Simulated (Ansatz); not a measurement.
# ZnO: the band gap up the ladder of functionals

The task here is to estimate one member of a computed series from the others.

Code: Ansatz 0.2.0. PAW datasets, plane waves. (Calculated; spin-unpolarised; the phase may be known or hypothetical.)

## The cell

The cell was relaxed beforehand with r2SCAN.

The symmetry is P6_3mc (No. 186, hexagonal); a = 3.226 Å, c = 10.473 Å in the conventional setting, 11.80 Å³ an atom. Around Zn lie 4 O at 1.97–1.98 Å; around Zn lie 4 O at 1.97 Å; around O lie 4 Zn at 1.97–1.98 Å; around O lie 4 Zn at 1.97 Å.

As a file:

Space group P6_3mc (No. 186). a = 3.226 Å, b = 3.226 Å, c = 10.473 Å, α = 90.00°, β = 90.00°, γ = 120.00°
```tsv
atom	site	symmetry	x	y	z
Zn	2a	3m.	0.0000	0.0000	0.9994
Zn	2b	3m.	0.3333	0.6667	0.2496
O	2a	3m.	0.0000	0.0000	0.1882
O	2b	3m.	0.3333	0.6667	0.4379
```

Set-up of the first run:

input.yaml reads:

```yaml
crystal:
  lattice:
    - [3.2264991458, 0.0, 0.0]
    - [-1.6132495729, 2.7942302255, 0.0]
    - [0.0, 0.0, 10.4726021224]
  atoms:
    - { symbol: Zn, position: [0.0, 0.0, -0.0006159388] }
    - { symbol: Zn, position: [0.3333333333, 0.6666666667, 0.2495637837] }
    - { symbol: Zn, position: [0.0, 0.0, 0.4993840612] }
    - { symbol: Zn, position: [0.6666666667, 0.3333333333, 0.7495637837] }
    - { symbol: O, position: [0.0, 0.0, 0.188152569] }
    - { symbol: O, position: [0.3333333333, 0.6666666667, 0.4378995862] }
    - { symbol: O, position: [0.0, 0.0, 0.688152569] }
    - { symbol: O, position: [0.6666666667, 0.3333333333, 0.9378995862] }
kpoints:
  mp_grid: { grid: [12, 12, 4] }
  band_path:
    path:
      - [[0.0, 0.0, 0.0], [0.5, 4.972846510082e-17, 2.511282582651e-34], [0.3333333333333, 0.3333333333333, 5.022660551903e-34], [0.0, 0.0, 0.0], [5.353090625924e-57, -6.184979317469e-52, 0.5], [0.5, 4.972846510082e-17, 0.5], [0.3333333333333, 0.3333333333333, 0.5], [5.353090625924e-57, -6.184979317469e-52, 0.5]]
      - [[0.5, 4.972846510082e-17, 0.5], [0.5, 4.972846510082e-17, 2.511282582651e-34]]
      - [[0.3333333333333, 0.3333333333333, 0.5], [0.3333333333333, 0.3333333333333, 5.022660551903e-34]]
    npoints: 10
hamiltonian:
  xc: pbe
scf:
  occupations: { method: fermi_dirac, width: 0.02 }
  n_extra_bands: 6
output:
  forces: true
  stress: true
  eigenvalues: true
  write_density: true
  write_potential: true
  elf: true
  volumetric_format: npy
```

On the command line:

```sh
$ ansatz run input.yaml --threads 2 --pin off --max-ram 20275MiB --backend cpu --events-out ev --progress --plain --runs-dir out
```

Steps of the session up to this table: PBE bands along the symmetry lines; r2SCAN at the same geometry; HSE06; PBE0 at the same geometry.

One table of the session follows, with a row left open; its other results are not shown here.

```
 level  gap (eV)
   PBE         ?
r2SCAN      1.18
 HSE06      2.46
  PBE0      3.15
```

Estimate the missing values for PBE.

As computed: gap (eV): 0.75. In the column «gap (eV)» it is the lowest.

Meshes: PBE 12×12×4, r2SCAN 12×12×4, HSE06 6×6×2, PBE0 6×6×2

In words: PBE gives the least gap, 0.75 eV, and PBE0 the largest, 3.15 eV. PBE reaches 30 % of the HSE06 value, and r2SCAN 48 %. PBE0 lies 0.69 eV above HSE06, which differs from it by screening the long-range exchange.

To keep in mind: Warnings in the runs' records: stress exchange threshold loose, stress scf threshold loose.
